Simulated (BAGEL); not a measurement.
# GeSiH4F2 (SMILES F[SiH](F)[GeH3]): B3LYP/def2-SVP (density fitting with cc-pvqz-jkfit)

What is the energy change on altering one bond length of GeSiH4F2 at B3LYP/def2-SVP (density fitting with cc-pvqz-jkfit)? 

The results are computed with BAGEL 1.2.2.

2 further runs of the same task are left out: 2 that didn't finish.

### 1 Starting point

GeSiH4F2: 8 atoms, total charge 0, spin state singlet. SMILES: `F[SiH](F)[GeH3]`. Geometry: relaxed at PBE0-D4/def2-TZVP.

Bond lengths: F1–Si2 1.592 Å, Si2–F3 1.592 Å, Si2–Ge4 2.377 Å, Si2–H5 1.481 Å, Ge4–H6 1.536 Å, Ge4–H7 1.534 Å, Ge4–H8 1.536 Å. Some angles: F1–Si2–F3 107.0°, F1–Si2–Ge4 109.5°, F3–Si2–Ge4 109.5°, F1–Si2–H5 107.4°, F3–Si2–H5 107.4°, Ge4–Si2–H5 115.8°, Si2–Ge4–H6 109.5°, Si2–Ge4–H7 110.3°, Si2–Ge4–H8 109.5°, H6–Ge4–H7 109.3°.

### 2 A single-point energy at B3LYP/def2-SVP (density fitting with cc-pvqz-jkfit)

input.json reads:

```json
{ "bagel": [

{
  "title": "molecule",
  "basis": "svp",
  "df_basis": "cc-pvqz-jkfit",
  "angstrom": "true",
  "geometry": [
    { "atom": "F", "xyz": [       1.301800,      -1.418600,       1.197400 ] },
    { "atom": "Si", "xyz": [       1.139900,      -0.126600,       0.280900 ] },
    { "atom": "F", "xyz": [       1.983100,      -0.386400,      -1.044700 ] },
    { "atom": "Ge", "xyz": [      -1.151500,       0.164400,      -0.281300 ] },
    { "atom": "H", "xyz": [       1.776500,       1.004200,       0.994900 ] },
    { "atom": "H", "xyz": [      -1.970000,       0.389600,       0.998800 ] },
    { "atom": "H", "xyz": [      -1.682300,      -1.076600,      -1.011200 ] },
    { "atom": "H", "xyz": [      -1.305500,       1.392900,      -1.190400 ] }
  ]
},

{ "title": "ks", "xc_func": "b3lyp" },

{ "title": "print", "file": "orbitals.molden", "orbitals": "true" }

]}
```

Run with:

```sh
$ BAGEL_NUM_THREADS=1 BAGEL input.json > input.out
```

The program printed:

```text
* using 1 threads per process

  ===============================================================
  ===============================================================

  *** Geometry ***

  { "atom" : "F", "xyz" : [      2.460045,     -2.680765,      2.262758 ] },
  { "atom" : "Si", "xyz" : [      2.154099,     -0.239239,      0.530824 ] },
  { "atom" : "F", "xyz" : [      3.747516,     -0.730190,     -1.974197 ] },
  { "atom" : "Ge", "xyz" : [     -2.176020,      0.310671,     -0.531580 ] },
  { "atom" : "H", "xyz" : [      3.357098,      1.897663,      1.880089 ] },
  { "atom" : "H", "xyz" : [     -3.722760,      0.736237,      1.887458 ] },
  { "atom" : "H", "xyz" : [     -3.179086,     -2.034479,     -1.910891 ] },
  { "atom" : "H", "xyz" : [     -2.467037,      2.632200,     -2.249530 ] },

  Number of auxiliary basis functions:      782

  Since a DF basis is specified, we compute 2- and 3-index integrals:
    o Being stored without compression. Storage requirement is 0.060 GB

  Number of basis functions:       98
  Number of electrons      :       68

    * METHOD: MOLECULE                             0.78

  *** Kohn-Sham DFT ***

    * Removing 13705 points whose weight is below 1.00e-10
    * Grid points: 105543

  === Nuclear Repulsion ===
   355.5053619223

       - DIIS with orbital gradients will be used.

  === KS iteration (b3lyp / svp) ===
      0      -2470.67177363          0.10162479           1.01
      1      -2198.95966628          0.18384545           0.78
      2      -2273.83748061          0.10274935           0.77
      3      -2285.59129978          0.14626748           0.71
      4      -2543.97151604          0.10545682           0.67
      5      -2551.26152451          0.07126778           0.65
      6      -2474.20911216          0.28710248           0.70
      7      -2456.70070395          0.18402442           0.87
      8      -2470.10344273          0.10354792           0.73
      9      -2561.50733948          0.07485468           0.65
[... 17 lines of this table left out ...]
     27      -2568.25021569          0.00000008           0.65
     28      -2568.25021569          0.00000004           0.62
     29      -2568.25021569          0.00000001           0.64
     30      -2568.25021569          0.00000000           0.76
    * SCF iteration converged.

    * Permanent dipole moment:
           (    0.393089,    -0.434528,    -0.080783) a.u.

    * METHOD: KS                                  22.99

    * METHOD: PRINT                                0.01

  ===============================================================
```

Wall time 25 s (1 thread of Intel Xeon 6975P-C (Granite Rapids), shared host); peak memory 0.56 GiB.

### 3 The distorted shape

input.json reads:

```json
{ "bagel": [

{
  "title": "molecule",
  "basis": "svp",
  "df_basis": "cc-pvqz-jkfit",
  "angstrom": "true",
  "geometry": [
    { "atom": "F", "xyz": [    1.175344,   -1.379637,    1.396202 ] },
    { "atom": "Si", "xyz": [    1.013444,   -0.087637,    0.479702 ] },
    { "atom": "F", "xyz": [    1.983100,   -0.386400,   -1.044700 ] },
    { "atom": "Ge", "xyz": [   -1.277956,    0.203363,   -0.082498 ] },
    { "atom": "H", "xyz": [    1.650044,    1.043163,    1.193702 ] },
    { "atom": "H", "xyz": [   -2.096456,    0.428563,    1.197602 ] },
    { "atom": "H", "xyz": [   -1.808756,   -1.037637,   -0.812398 ] },
    { "atom": "H", "xyz": [   -1.431956,    1.431863,   -0.991598 ] }
  ]
},
{ "title": "ks", "xc_func": "b3lyp" },
{ "title": "print", "file": "orbitals.molden", "orbitals": "true" }

]}
```

Run with:

```sh
$ BAGEL_NUM_THREADS=1 BAGEL input.json > input.out
```

The program printed:

```text
* using 1 threads per process

  ===============================================================
  ===============================================================

  *** Geometry ***

  { "atom" : "F", "xyz" : [      2.221078,     -2.607136,      2.638439 ] },
  { "atom" : "Si", "xyz" : [      1.915132,     -0.165610,      0.906505 ] },
  { "atom" : "F", "xyz" : [      3.747516,     -0.730190,     -1.974197 ] },
  { "atom" : "Ge", "xyz" : [     -2.414987,      0.384300,     -0.155899 ] },
  { "atom" : "H", "xyz" : [      3.118131,      1.971292,      2.255770 ] },
  { "atom" : "H", "xyz" : [     -3.961728,      0.809867,      2.263140 ] },
  { "atom" : "H", "xyz" : [     -3.418053,     -1.960850,     -1.535210 ] },
  { "atom" : "H", "xyz" : [     -2.706005,      2.705829,     -1.873849 ] },

  Number of auxiliary basis functions:      782

  Since a DF basis is specified, we compute 2- and 3-index integrals:
    o Being stored without compression. Storage requirement is 0.060 GB

  Number of basis functions:       98
  Number of electrons      :       68

    * METHOD: MOLECULE                             0.66

  *** Kohn-Sham DFT ***

    * Removing 13424 points whose weight is below 1.00e-10
    * Grid points: 105824

  === Nuclear Repulsion ===
   346.1824841709

       - DIIS with orbital gradients will be used.

  === KS iteration (b3lyp / svp) ===
      0      -2470.95400291          0.10759017           1.01
      1      -2187.35924550          0.21296177           0.81
      2      -2277.07365697          0.10249400           0.70
      3      -2220.29429815          0.15086788           0.73
      4      -2543.60276122          0.10392113           0.61
      5      -2453.07563413          0.17392367           0.68
      6      -2552.17631332          0.06867086           0.65
      7      -2520.09241912          0.32403720           0.66
      8      -2468.07929766          0.10898838           0.73
      9      -2563.91399450          0.07046061           0.59
     10      -2567.62642192          0.02951686           0.72
     11      -2568.01966200          0.01649977           0.65
     12      -2568.21059006          0.00502303           0.60
     13      -2568.22683537          0.00268501           0.72
     14      -2568.23071948          0.00132982           0.66
     15      -2568.23203636          0.00021648           0.68
     16      -2568.23206095          0.00011950           0.63
     17      -2568.23206928          0.00001070           0.62
     18      -2568.23206933          0.00000548           0.71
     19      -2568.23206936          0.00000093           0.60
     20      -2568.23206936          0.00000036           0.68
     21      -2568.23206936          0.00000026           0.61
     22      -2568.23206936          0.00000004           0.70
     23      -2568.23206936          0.00000002           0.60
     24      -2568.23206936          0.00000001           0.62
    * SCF iteration converged.

    * Permanent dipole moment:
           (    0.706905,    -0.526770,    -0.395040) a.u.

    * METHOD: KS                                  17.63

    * METHOD: PRINT                                0.01

  ===============================================================
```

Run time: 19 s. Hardware: 1 thread of Intel Xeon 6975P-C (Granite Rapids), shared host; peak memory 0.55 GiB.

### 4 What came out

Level: B3LYP/def2-SVP (density fitting with cc-pvqz-jkfit).

| quantity | value |
| --- | --- |
| first shape: total energy | -2568.25022 Eh |
| first shape: dipole moment | 1.50 D |
| first shape: HOMO energy | -8.23 eV |
| first shape: LUMO energy | -0.12 eV |
| first shape: HOMO–LUMO gap | 8.11 eV |
| distorted shape: total energy | -2568.23207 Eh |
| distorted shape: dipole moment | 2.46 D |
| distorted shape: HOMO energy | -8.50 eV |
| distorted shape: LUMO energy | -0.67 eV |
| distorted shape: HOMO–LUMO gap | 7.83 eV |
| energy change with the Si2–F3 bond stretched from 1.592 to 1.831 Å | 0.494 eV |

**Reading.** With the Si2–F3 bond stretched from 1.592 to 1.831 Å the energy rises by 0.49 eV (11.4 kcal/mol). The first shape isn't relaxed at this level, so the change isn't measured from a minimum.
